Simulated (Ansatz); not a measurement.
# CdF2: the cost of one run

Method: reference: DFT, HSE06, plane waves, PAW, in Ansatz 0.2.0.

### 1 The starting structure

It takes space group Fm-3m (No. 225, cubic). Conventional cell: a = 5.388 Å, b = 5.388 Å, c = 5.388 Å, α = 90.00°, β = 90.00°, γ = 90.00°. Cd (site symmetry m-3m) has 8 F at 2.33 Å as nearest neighbours. F (site symmetry -43m) has 4 Cd at 2.33 Å as nearest neighbours.

Coordinates:

```
CELL_PARAMETERS angstrom
0.00000 2.69418 2.69418
2.69418 0.00000 2.69418
2.69418 2.69418 0.00000
ATOMIC_POSITIONS crystal
Cd 0.00000 0.00000 0.00000
F 0.25000 0.25000 0.25000
F 0.75000 0.75000 0.75000
```

### 2 Baseline

input.yaml reads:

```yaml
crystal:
  lattice:
    - [0.0, 2.694177681, 2.694177681]
    - [2.694177681, 0.0, 2.694177681]
    - [2.694177681, 2.694177681, 0.0]
  atoms:
    - { symbol: Cd, position: [0.0, 0.0, 0.0] }
    - { symbol: F, position: [0.25, 0.25, 0.25] }
    - { symbol: F, position: [0.75, 0.75, 0.75] }
kpoints:
  mp_grid: { grid: [4, 4, 4] }
hamiltonian:
  xc: hse06
scf:
  occupations: { method: fixed }
  n_extra_bands: 4
output:
  forces: true
  stress: true
  eigenvalues: true
```

Run with:

```
$ ansatz run input.yaml --threads 4 --pin off --max-ram 3686MiB --backend cpu --events-out ev --progress --plain --runs-dir out
```

Q: Estimate wall time and peak memory on 4 threads of Arm Neoverse N1, shared host.

About 6.7 s, with a peak of 0.56 GiB.
